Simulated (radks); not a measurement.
**Polarisabilities and dispersion coefficients of Co, Co⁺, Co²⁺ and others**

Aim: static dipole polarisabilities and C6 coefficients, each species in its NIST ground configuration. After each ground state the linear response is solved; its values go to the run's result record, not to the log. Response by self-consistent Sternheimer equations with the Hartree and adiabatic LDA kernel.

The numbers are computed with radks (a radial shooting solver on a logarithmic mesh, Libxc functionals) version 1 (non-relativistic Kohn-Sham, LB94 model potential, spin-unpolarised, spherical densities, point nucleus), except any that are marked as measured or tabulated.

## 1. What is computed

* species: Co ([Ar] 3d7 4s2), Co⁺ ([Ar] 3d8), Co²⁺ ([Ar] 3d7), Co³⁺ ([Ar] 3d6), Co⁴⁺ ([Ar] 3d5), Co⁵⁺ ([Ar] 3d4), Co⁶⁺ ([Ar] 3d3)

LB94 adds a gradient term to the LDA potential that gives it a −1/r tail. It is a model potential with no energy functional, so Etot and Exc are not given.

## 2. Co, [Ar] 3d7 4s2

Settings of this run:

```text
Z 27
configuration [Ar] 3d7 4s2
relativity non-relativistic
functional lda,pw
model_potential LB94
spin unpolarised
nucleus point
response adiabatic LDA kernel
```

## 3. Co⁺, [Ar] 3d8

Changes since step 2:

```diff
@@ -1,3 +1,3 @@
 Z 27
-configuration [Ar] 3d7 4s2
+configuration [Ar] 3d8
 relativity non-relativistic
```

## 4. Co²⁺, [Ar] 3d7

Changes since step 3:

```diff
@@ -1,3 +1,3 @@
 Z 27
-configuration [Ar] 3d8
+configuration [Ar] 3d7
 relativity non-relativistic
```

## 5. Co³⁺, [Ar] 3d6

Changes since step 4:

```diff
@@ -1,3 +1,3 @@
 Z 27
-configuration [Ar] 3d7
+configuration [Ar] 3d6
 relativity non-relativistic
```

## 6. Co⁴⁺, [Ar] 3d5

Changes since step 5:

```diff
@@ -1,3 +1,3 @@
 Z 27
-configuration [Ar] 3d6
+configuration [Ar] 3d5
 relativity non-relativistic
```

## 7. Co⁵⁺, [Ar] 3d4

Changes since step 6:

```diff
@@ -1,3 +1,3 @@
 Z 27
-configuration [Ar] 3d5
+configuration [Ar] 3d4
 relativity non-relativistic
```

## 8. Co⁶⁺, [Ar] 3d3

Changes since step 7:

```diff
@@ -1,3 +1,3 @@
 Z 27
-configuration [Ar] 3d4
+configuration [Ar] 3d3
 relativity non-relativistic
```

**Question.** What will these runs give? Wanted: for each run, species; −ε(HOMO); α; α uncoupled; C6; recommended α.

As calculated:

```
species  −ε(HOMO) (eV)  α (bohr³)  α uncoupled (bohr³)  C6 (hartree bohr⁶)  recommended α (bohr³)
     Co          9.414      40.60                73.37               303.9                     55
    Co⁺         19.821      7.127                9.421               24.67                      -
   Co²⁺         36.297      3.159                3.973               8.999                      -
   Co³⁺         55.573      1.748                2.181               4.236                      -
   Co⁴⁺         77.264      1.122                1.427               2.347                      -
   Co⁵⁺         101.13     0.8049                1.060               1.455                      -
   Co⁶⁺         127.00     0.6274               0.8647              0.9793                      -
```

What this shows: Uncoupled leaves out the potential induced by the response; C6 and C8 are for like pairs. Co is the most polarisable and Co⁶⁺ the least, a factor 64.7 apart. For the pair Co–Co⁶⁺ the Casimir-Polder integral gives C6 = 10.11, the rule 2·Ca·Cb/(Ca·αb/αa + Cb·αa/αb) on the like-pair values 8.744. Against the recommended values (Schwerdtfeger and Nagle, 2023 table) the misses are Co -26 %. For heavy and open-shell atoms this level can miss by tens of per cent.
